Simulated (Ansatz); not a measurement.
# LaTe: the cost of one run

Program: the Python package of Ansatz 0.2.0. The levels of theory stand in the script. These are calculated values, not measurements.

**1. The system**

It takes space group Fm-3m (No. 225, cubic). The conventional cell has a = 6.436 Å, b = 6.436 Å, c = 6.436 Å, α = 90.00°, β = 90.00°, γ = 90.00°. Around La (site symmetry m-3m) lie 6 Te at 3.22 Å. Te (site symmetry m-3m) is surrounded by 6 La at 3.22 Å.

The script holds or builds the structure itself.

**2. The script**

Input file late_lattice.py:

```python
'''How the lattice of LaTe depends on the functional.'''

import ansatz
import numpy as np

def edges_and_angles(cell):
    cell = np.asarray(cell)
    a, b, c = np.linalg.norm(cell, axis=1)
    cosines = cell[1] @ cell[2] / (b * c), cell[0] @ cell[2] / (a * c), cell[0] @ cell[1] / (a * b)
    return (a, b, c, *np.degrees(np.arccos(cosines)))

system = (
    ansatz.Lattice.of((0.0, 3.218, 3.218), (3.218, 0.0, 3.218), (3.218, 3.218, 0.0))
    .atom('La', (0.0, 0.0, 0.0))
    .atom('Te', (0.5, 0.5, 0.5))
)

base = system.calculation()
base = base.basis(420).scf(tolerance=1e-09)
base = base.occupations('gaussian')
base = base.kpoints(7).relax(cell=True)

levels = [('pbesol', 'none'), ('pbesol', 'd3bj'), ('blyp', 'd3bj')]
print('level            a       b       c    alpha   beta  gamma  V/atom  steps')
for name, dispersion in levels:
    seen = []
    run = base.functional(name, dispersion=dispersion).session().plan()
    done = run.execute(on_event=lambda e: seen.append(e) if e['event'] == 'relax_step' else None)
    cell = done.lattice.cell_ang
    label = name if dispersion == 'none' else f'{name}+{dispersion}'
    print('{:13s} {:7.4f} {:7.4f} {:7.4f} {:6.2f} {:6.2f} {:6.2f}'.format(label, *edges_and_angles(cell)), f'{abs(np.linalg.det(cell)) / len(done.lattice.sites):7.3f} {len(seen):5d}')
```

**3. The input behind the calls**

The package turns the script's settings into the engine's input (first run):

```yaml
crystal:
  lattice:
    - [0.0, 3.218, 3.218]
    - [3.218, 0.0, 3.218]
    - [3.218, 3.218, 0.0]
  atoms:
    - { symbol: La, position: [0.0, 0.0, 0.0] }
    - { symbol: Te, position: [0.5, 0.5, 0.5] }
basis:
  ecutwfc: 420.0
kpoints:
  mp_grid:
    grid: [7, 7, 7]
hamiltonian:
  xc: pbesol
  dispersion: none
scf:
  convergence:
    dr2_threshold: 1.0e-09
  occupations:
    method: gaussian
relax:
  cell: {}
```

**4. The run**

On the command line:

```sh
$ python late_lattice.py
```

What time and memory should one allow on 1 thread of Intel Xeon 6975P-C (Granite Rapids), shared host?

About 11 s, with a peak of 0.49 GiB.
